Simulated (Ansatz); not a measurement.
**CH₅BClFSSi: one species, many methods**

Aim: compute CH₅BClFSSi with functionals from several rungs and with coupled cluster. The yardstick is the atomisation energy at the CCSD(T) limit.

Method: functionals in def2-TZVPP, the program's frozen cores in correlated methods; program: Ansatz 0.2.0, Gaussian basis.

The runs, in order: PBE-D4, r2SCAN-D4, PBE0-D4, B3LYP-D4, ωB97X-V, ωB97M-V, B2PLYP; CCSD(T)/def2-TZVPP; MP2/def2-QZVPP; extrapolation to the limit.

### Step 1. The relaxed structure

The geometry comes from an earlier relaxation with PBE0-D4 in a triple-zeta def2 set; it is a stationary point, not always the lowest conformer.

11 atoms, charge 0, spin multiplicity 1.

Atoms are counted from 1 here; the program's logs count them from 0.

Bond lengths: F1–B2 1.327 Å, B2–C3 1.571 Å, B2–Si5 2.036 Å, C3–Cl4 1.807 Å, C3–H7 1.088 Å, C3–H8 1.089 Å, Si5–S6 2.145 Å, Si5–H9 1.488 Å, Si5–H10 1.488 Å, S6–H11 1.345 Å. Angles: F1–B2–C3 118.0°, F1–B2–Si5 119.4°, C3–B2–Si5 122.6°, B2–C3–Cl4 95.5°, B2–C3–H7 116.4°, B2–C3–H8 116.5°, Cl4–C3–H7 107.1°, Cl4–C3–H8 107.6°, H7–C3–H8 111.6°, B2–Si5–S6 111.3°, B2–Si5–H9 111.4°, B2–Si5–H10 109.7°, S6–Si5–H9 112.0°, S6–Si5–H10 104.0°, H9–Si5–H10 108.0°, Si5–S6–H11 94.3°.

Coordinates:

```xyz
11
CH5BClFSSi
F    -0.8416   -0.5009   -2.1102
B    -0.1878   -0.2508   -0.9831
C     0.9511   -1.2453   -0.5551
Cl   -0.0692   -2.1942    0.5947
Si   -0.7440    1.3379    0.1625
S     0.4026    1.4334    1.9723
H     1.7716   -0.8227    0.0202
H     1.3100   -1.9309   -1.3209
H    -2.2080    1.3281    0.4287
H    -0.4124    2.6064   -0.5422
H     0.0930    0.1819    2.3540
```

### Step 2. PBE-D4 (GGA)

File in.yaml:

```yaml
crystal:
  periodic: [false, false, false]
  atoms:
    - {symbol: F, position_ang: [-0.841575, -0.500938, -2.110188]}
    - {symbol: B, position_ang: [-0.187751, -0.250818, -0.983113]}
    - {symbol: C, position_ang: [0.951088, -1.245285, -0.555138]}
    - {symbol: Cl, position_ang: [-0.069153, -2.194236, 0.594689]}
    - {symbol: Si, position_ang: [-0.743994, 1.337913, 0.162483]}
    - {symbol: S, position_ang: [0.402602, 1.433438, 1.972261]}
    - {symbol: H, position_ang: [1.771589, -0.822651, 0.020174]}
    - {symbol: H, position_ang: [1.310025, -1.930857, -1.320938]}
    - {symbol: H, position_ang: [-2.208046, 1.328104, 0.428653]}
    - {symbol: H, position_ang: [-0.412361, 2.606399, -0.542162]}
    - {symbol: H, position_ang: [0.092974, 0.181930, 2.353979]}
basis:
  gaussian: {orbitals: def2-TZVPP}
hamiltonian: {xc: pbe, dispersion: d4}
output: {forces: true, orbitals: {seedname: orbitals}}
```

Launch:

```console
$ ansatz run in.yaml --threads 4 --pin off --events-out ev --progress --plain --max-ram 10444MiB
```

The runs that follow: r2SCAN-D4 (meta-GGA); PBE0-D4 (hybrid); B3LYP-D4 (hybrid); ωB97X-V (range-separated); ωB97M-V (range-separated); B2PLYP (double hybrid); CCSD(T) in def2-TZVPP; MP2 in def2-QZVPP.

Before running them: what should the planned runs give, taken together? Wanted: atomisation energy, CCSD(T)/CBS; farthest; mean size of error, hybrid; mean size of error, range-separated; gap, smallest and largest; T1 diagnostic; triples share of the correlation energy.

**Answer**, as computed:

| quantity | value |
| --- | --- |
| atomisation energy, CCSD(T)/CBS | 39.669 eV |
| functionals within 0.198 eV (0.5 %) | B3LYP-D4 |
| farthest | PBE-D4 (+0.850 eV) |
| mean size of error, hybrid | 0.147 eV |
| mean size of error, range-separated | 0.303 eV |
| gap, smallest and largest | 3.47 eV (PBE-D4), 10.23 eV (ωB97X-V) |
| T1 diagnostic | 0.0125 |
| triples share of the correlation energy | 3.9 % |

What this shows: PBE-D4 is off by +0.850 eV. Double hybrids carry the basis error of their MP2 part in triple zeta, and no dispersion term here, so their miss is partly the set-up's. The reference freezes the cores and leaves out relativity and excitations past (T), so misses under about 0.198 eV can't be ranked. Hartree-Fock recovers 74 % of the binding; the rest is correlation. Orbital gaps span 3.5 to 10.2 eV; exact exchange widens them.
